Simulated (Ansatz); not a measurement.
## BaPtO3 (distorted cell): a check of forces and pressure against finite differences, step by step

Computed with the Ansatz DFT code, driven from Python.

The cells in order, each with its output:

```python
import ansatz
import numpy as np
```

```python
FUNCTIONAL = 'pbesol'
SIGMA = 0.15
MIXING_BETA = 0.2
CUTOFF_EV = 540
KMESH = (4, 4, 4)
TOLERANCE = 1e-09

vectors0 = np.array([
    [4.15386, 0.0648, 0.00631],
    [0.0648, 4.15565, -0.05519],
    [0.00631, -0.05519, 4.07217],
])
sites = [
    ('Ba', (0.00536, 0.01591, 0.01238)),
    ('Pt', (0.51276, 0.49638, 0.50141)),
    ('O', (0.49444, 0.48498, 0.05507)),
    ('O', (0.57074, 0.99756, 0.50979)),
    ('O', (0.01427, 0.50449, 0.49944)),
]
```

```python
def make_crystal(cell):
    crystal = ansatz.Crystal(lattice=ansatz.Lattice.of(cell))
    for symbol, position in sites:
        crystal = crystal.atom(symbol, position)
    return crystal
```

```python
def solve(crystal):
    return (
        crystal.calculation()
        .functional(FUNCTIONAL)
        .occupations(ansatz.OccupationsMethod.GAUSSIAN, width=SIGMA)
        .mixing('broyden', beta=MIXING_BETA)
        .initial_density(normalization='cell')
        .basis(CUTOFF_EV, xc_grid=2)
        .kpoints(*KMESH)
        .scf(tolerance=TOLERANCE)
        .forces()
        .stress()
        .run(threads=1)
    ).report
```

```python
centre = solve(make_crystal(vectors0))
start = make_crystal(vectors0)
# move one atom both ways along a Cartesian axis
print(f'force on atom 4 along x: analytic {centre["forces_ev_ang"][4][0]:.4f} eV/A')
for h in (0.005, 0.02):
    shift = np.eye(3)[0] * h @ np.linalg.inv(vectors0)
    plus, minus = (solve(start.move(4, to=np.array(sites[4][1]) + sign * shift))['lagrangian_ev'] for sign in (1, -1))
    print(f'  step {h} A: numerical {-(plus - minus) / (2 * h):.4f} eV/A')
# P = -dF/dV; the difference feels the change of the plane-wave count with the cell
volume = abs(np.linalg.det(vectors0))
larger, smaller = (solve(make_crystal(vectors0 * (1 + sign * 0.005) ** (1 / 3)))['lagrangian_ev'] for sign in (1, -1))
numerical = -(larger - smaller) / (0.01 * volume) * 160.21766
print(f'pressure: analytic {np.trace(centre["stress_gpa"]) / 3:.3f}, numerical {numerical:.3f} GPa')
```

    DeckWarning: output.stress: scf.convergence.dr2_threshold = 1e-9 eV is looser than the 5e-10 eV advised for a printed stress (1e-10 eV for each atom of the cell: 5). What an SCF threshold leaves in a stress goes as its square root, and in the free energy as [...]
    force on atom 4 along x: analytic -0.0508 eV/A
      step 0.005 A: numerical -0.0508 eV/A
      step 0.02 A: numerical -0.0505 eV/A
    pressure: analytic -1.893, numerical -1.890 GPa

Notes:
- The settings weren't tested for convergence.
- Spin is left out of this run.
- The mesh is modest for a metal, so energies can be off by several to tens of meV an atom and pressures by half a GPa or more; differences at equal mesh fare better.
- The free energy holds a sizeable smearing term, which stands for no physical temperature.
- Pressure is positive in compression.
- Spin-orbit coupling, which matters for elements this heavy, is left out.
- The cell is a database structure, distorted on purpose.
- Warnings are shown shortened and without file and line.
- The central difference errs as the square of the step, so the shorter step is the fairer test; what remains comes from the finite grid and the SCF threshold.
- Wall time of the script: 2.3 min on 1 thread of Arm Neoverse V2 (shared host), peak memory 0.43 GiB.
